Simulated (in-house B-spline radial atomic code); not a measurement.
# F⁷⁺: ionisation energy by several methods

Wanted: one ionisation energy, F⁷⁺ to configuration 1s1, up the ladder of functionals.

Program: in-house B-spline radial atomic code version 1. Level of theory: scalar-relativistic (X2C), several functionals, spin-polarised, exact exchange averaged over the configuration; spherical all-electron atom at the radial basis limit. These are calculated values, not measurements, unless marked.

## (1) The system

| Quantity | Value |
| --- | --- |
| element | fluorine (Z = 9) |
| charge | +7 |
| electrons | 2 |
| configuration | 1s2 |
| nucleus | Fermi, rms radius 2.898 fm |

Where spins are not typed, each open shell is filled with up spins first.

## (2) LC-ωPBE

The run's settings:

```ini
Z = 9
electrons = 2.0
configuration = 1s2
hamiltonian = x2c
method = lc_wpbe
spin_polarised = True
nucleus = fermi
rms_radius = 2.8976
mass_number = 19
atomic_mass = 18.99840316207
speed_of_light = 137.035999084
exact_exchange = averaged over the configuration
```

On the command line:

```console
$ python run_scf.py task.json out
```

task.json lists these runs, among others, and the program works through them in turn.

## (3) r2SCAN0

The settings differ from step 2 so:

```diff
@@ -4,3 +4,3 @@
 hamiltonian = x2c
-method = lc_wpbe
+method = r2scan0
 spin_polarised = True
```

## (4) BHandHLYP

The settings differ from step 3 so:

```diff
@@ -4,3 +4,3 @@
 hamiltonian = x2c
-method = r2scan0
+method = bhandhlyp
 spin_polarised = True
```

## (5) B97-1

The settings differ from step 4 so:

```diff
@@ -4,3 +4,3 @@
 hamiltonian = x2c
-method = bhandhlyp
+method = b97_1
 spin_polarised = True
```

## (6) ωB97X

The settings differ from step 5 so:

```diff
@@ -4,3 +4,3 @@
 hamiltonian = x2c
-method = b97_1
+method = wb97x
 spin_polarised = True
```

## (7) PBE0

The settings differ from step 6 so:

```diff
@@ -4,3 +4,3 @@
 hamiltonian = x2c
-method = wb97x
+method = pbe0
 spin_polarised = True
```

**Question.** The tabulated ionisation energy is 953.898 ± 0.0003 eV (tabulated theoretical; NIST Atomic Spectra Database). What does each method give, and which comes nearest?

**Answer**, as computed:

| method | rung | total energy (hartree) | ΔSCF (eV) | −ε highest (eV) | ΔSCF less tabulated (eV) |
| --- | --- | --- | --- | --- | --- |
| r2SCAN0 | global hybrid | -75.6084 | 954.15 | 918.61 (1s up) | +0.25 |
| BHandHLYP | global hybrid | -75.5925 | 954.04 | 928.44 (1s up) | +0.15 |
| B97-1 | global hybrid | -75.6010 | 954.27 | 912.44 (1s up) | +0.37 |
| PBE0 | global hybrid | -75.5317 | 953.08 | 914.10 (1s up) | -0.82 |
| LC-ωPBE | range-separated hybrid | -75.5162 | 952.91 | 906.57 (1s up) | -0.98 |
| ωB97X | range-separated hybrid | -75.7511 | 956.22 | 913.96 (1s up) | +2.32 |

What this shows: Tables give 953.898 ± 0.0003 eV (tabulated theoretical; NIST Atomic Spectra Database) for the ionisation energy. BHandHLYP misses by +0.15 eV, the least, and ωB97X by +2.32 eV (0.24 %), the most.
